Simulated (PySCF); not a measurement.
# [Nd(H2O)6]3+: other functionals and bases at one geometry

One table from this session's results is given with a row withheld; the runs are named, their logs left out.

Method: several levels, as the steps say, no spin–orbit coupling; program: PySCF 2.14.0.

3 further runs of the same task are left out: 2 for a known fault of the program, 1 that didn't finish.

**The system as given**

19 atoms, charge 3, spin multiplicity 1.

Bond lengths: Nd1–O2 2.444 Å, Nd1–O5 2.444 Å, Nd1–O8 2.444 Å, Nd1–O11 2.444 Å, Nd1–O14 2.444 Å, Nd1–O17 2.444 Å, O2–H3 0.980 Å, O2–H4 0.980 Å, O5–H6 0.980 Å, O5–H7 0.980 Å, O8–H9 0.980 Å, O8–H10 0.980 Å, O11–H12 0.980 Å, O11–H13 0.980 Å, O14–H15 0.980 Å, O14–H16 0.980 Å, O17–H18 0.980 Å, O17–H19 0.980 Å. Angles: O2–Nd1–O5 180.0°, O2–Nd1–O8 90.0°, O2–Nd1–O11 90.0°, O2–Nd1–O14 90.0°, O2–Nd1–O17 90.0°, O5–Nd1–O8 90.0°, O5–Nd1–O11 90.0°, O5–Nd1–O14 90.0°, O5–Nd1–O17 90.0°, O8–Nd1–O11 90.0°, O8–Nd1–O14 180.0°, O8–Nd1–O17 90.0°, O11–Nd1–O14 90.0°, O11–Nd1–O17 180.0°, O14–Nd1–O17 90.0°, Nd1–O2–H3 128.1°, Nd1–O2–H4 128.1°, H3–O2–H4 103.9° and more.

As a file:

```xyz
19
charge 3, multiplicity 1
Nd    0.0000    0.0000    0.0000
O     0.0000    0.0000    2.4442
H     0.7716   -0.0060    3.0483
H    -0.7716    0.0060    3.0483
O     0.0000    0.0000   -2.4442
H     0.7716    0.0060   -3.0483
H    -0.7716   -0.0060   -3.0483
O     2.4445    0.0000    0.0000
H     3.0486   -0.7717   -0.0049
H     3.0486    0.7717    0.0049
O     0.0000    2.4441    0.0000
H    -0.0016    3.0482    0.7717
H     0.0016    3.0482   -0.7717
O    -2.4445    0.0000    0.0000
H    -3.0486    0.7717   -0.0049
H    -3.0486   -0.7717    0.0049
O     0.0000   -2.4441    0.0000
H     0.0016   -3.0482    0.7717
H    -0.0016   -3.0482   -0.7717
```

Formal oxidation states: Nd +3. Each metal's 3 4f electrons lie in its core potential, so multiplicities, spins and levels count the valence alone. An earlier session relaxed this geometry at B3LYP, Nd lcecp-1-SVP with ECP49, O def2-SVP, H def2-SVP (singlet, point group T).

At B3LYP on the finer grid: E = -491.363562 Eh, HOMO -22.09 eV, LUMO -13.43 eV, Mulliken charge on Nd1 +1.36 e, largest force component 0.003 eV/Å. 

Levels to run: TPSS; r2SCAN; CAM-B3LYP; M06-L; B3LYP, TZVP. Hardware: 4 threads of Arm Neoverse V1, shared host.

The first run:

Input file run.py (the lines that set the calculation):

```python
mol = gto.M(atom='''
Nd     0.00000     0.00000     0.00000
O      0.00000     0.00000     2.44425
H      0.77162    -0.00599     3.04832
H     -0.77162     0.00599     3.04832
O      0.00000     0.00000    -2.44425
H      0.77162     0.00599    -3.04832
H     -0.77162    -0.00599    -3.04832
O      2.44449     0.00000     0.00000
H      3.04860    -0.77171    -0.00494
H      3.04860     0.77171     0.00494
O      0.00000     2.44414     0.00000
H     -0.00164     3.04820     0.77166
H      0.00164     3.04820    -0.77166
O     -2.44449     0.00000     0.00000
H     -3.04860     0.77171    -0.00494
H     -3.04860    -0.77171     0.00494
O      0.00000    -2.44414     0.00000
H      0.00164    -3.04820     0.77166
H     -0.00164    -3.04820    -0.77166''',
    basis={'Nd': 'lcecp-1-SVP', 'O': 'def2-SVP', 'H': 'def2-SVP'},
    ecp={'Nd': 'lcecp-1-SVP'},
    charge=3, spin=0)
mf = dft.RKS(mol, xc='TPSS')
mf.grids.atom_grid = (75, 302)  # f atoms: unpruned, at least (60, 302)
mf = mf.density_fit()  # fitting sets: Nd AutoAux, O def2-universal-JKFIT, H def2-universal-JKFIT
mf.conv_tol = 1e-08; mf.max_cycle = 55
mf.kernel(dm0)  # dm0: the density of the relaxed state
```

On the command line:

```console
$ OMP_NUM_THREADS=4 python run.py
```

Steps of the session up to this table: TPSS; r2SCAN; CAM-B3LYP; M06-L; B3LYP, TZVP.

One table of the session follows, with a row left open; its other results are not shown here.

| level | HOMO (eV) | gap (eV) | charge on Nd1 (e) | largest force component (eV/Å) |
| --- | --- | --- | --- | --- |
| B3LYP (relaxed here) | -22.09 | 8.66 | 1.36 | 0.00 |
| TPSS | -20.62 | 6.74 | 1.32 | 0.35 |
| r2SCAN | ? | ? | ? | ? |
| CAM-B3LYP | -23.94 | 11.94 | 1.37 | 0.04 |
| M06-L | -20.99 | 7.24 | 1.60 | 0.17 |
| B3LYP, TZVP | -22.21 | 8.75 | 2.14 | 0.38 |

Estimate the missing values for r2SCAN.

As computed: HOMO (eV): -20.99; gap (eV): 7.11; charge on Nd1 (e): 1.40; largest force component (eV/Å): 0.09.

In one basis the HOMO–LUMO gap runs from 6.74 eV (TPSS) to 11.94 eV (CAM-B3LYP). The largest leftover force, 0.38 eV/Å with B3LYP, TZVP, stands at a geometry relaxed at another level. With 4f in the core, its levels are missing from HOMO and gap, and its count is fixed, so no charge can pass from the ligands into it. Total energies of different levels can't be compared.
